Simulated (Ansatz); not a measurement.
# Ti5C: the cost of one run

Method: DFT PBE, scalar-relativistic, plane waves, PAW, in Ansatz 0.2.0.

1 further run of the same task is left out (it didn't finish). Runs told in other sessions of the task aren't counted.

### 1 The system as given

Symmetry: P6/mmm, No. 191, hexagonal system. The conventional cell has a = 4.870 Å, b = 4.870 Å, c = 5.357 Å, α = 90.00°, β = 90.00°, γ = 120.00°. Ti (site symmetry -6m2) is surrounded by 9 Ti at 2.81 to 3.03 Å. Ti (site symmetry mmm) is surrounded by 4 Ti at 2.43 Å and 2 C at 2.43 Å. C (site symmetry 6/mmm) is surrounded by 6 Ti at 2.43 Å.

Structure file:

```
CELL_PARAMETERS angstrom
4.86962 0.00000 0.00000
-2.43481 4.21722 0.00000
0.00000 0.00000 5.35739
ATOMIC_POSITIONS crystal
Ti 0.33333 0.66667 0.00000
Ti 0.66667 0.33333 0.00000
Ti 0.50000 0.00000 0.50000
Ti 0.00000 0.50000 0.50000
Ti 0.50000 0.50000 0.50000
C 0.00000 0.00000 0.50000
```

The cell was relaxed beforehand at this level, from a generated guess; it needn't be the stable form of this composition. At a tolerance of 0.05 Å it has space group P6/mmm (No. 191); it has 18.34 Å³/atom, an uncorrected energy of +0.99 eV/atom over the elements.

### 2 Static run: bands, density of states and charges

input.yaml

```yaml
crystal:
  lattice:
    - [4.8696217138, 0.0, 0.0]
    - [-2.4348108569, 4.217216111, 0.0]
    - [0.0, 0.0, 5.3573945361]
  atoms:
    - { symbol: Ti, position: [0.3333333333, 0.6666666667, 0.0], spin: 1.45 }
    - { symbol: Ti, position: [0.6666666667, 0.3333333333, 0.0], spin: 1.45 }
    - { symbol: Ti, position: [0.5, 0.0, 0.5], spin: 0.25 }
    - { symbol: Ti, position: [0.0, 0.5, 0.5], spin: 0.25 }
    - { symbol: Ti, position: [0.5, 0.5, 0.5], spin: 0.25 }
    - { symbol: C, position: [0.0, 0.0, 0.5] }
basis:
  ecutwfc: 420
kpoints:
  mp_grid: { grid: [12, 12, 8] }
  band_path:
    path:
      - [[0.0, 0.0, 0.0], [0.5, 0.0, 0.0], [0.33333333, 0.33333333, 0.0], [0.0, 0.0, 0.0], [0.0, 0.0, 0.5], [0.5, 0.0, 0.5], [0.33333333, 0.33333333, 0.5], [0.0, 0.0, 0.5]]
      - [[0.5, 0.0, 0.5], [0.5, 0.0, 0.0]]
      - [[0.33333333, 0.33333333, 0.5], [0.33333333, 0.33333333, 0.0]]
    npoints: 14
hamiltonian:
  xc: pbe
scf:
  occupations: { method: gaussian, width: 0.1 }
  n_extra_bands: 15
output:
  forces: true
  stress: true
  eigenvalues: true
  populations: true
  dos: { projected: true, de: 0.02, nscf_kmesh: { grid: [15, 15, 10] } }
  bader: true
magnetization:
  spin_polarized: true
checkpoint:
  read: start.run
  write: ck
  compress: false
  write_wavefunctions: false
  write_every: 100000
```

Run with:

```sh
> ansatz run input.yaml --threads 1 --pin off --max-ram 2560MiB --backend cpu --events-out ev --progress --plain --runs-dir out
```

What time and memory should one allow on 1 thread of Intel Xeon at 2.50GHz (Skylake/Cascade Lake), shared host?

About 6.5 min, with a peak of 0.97 GiB.
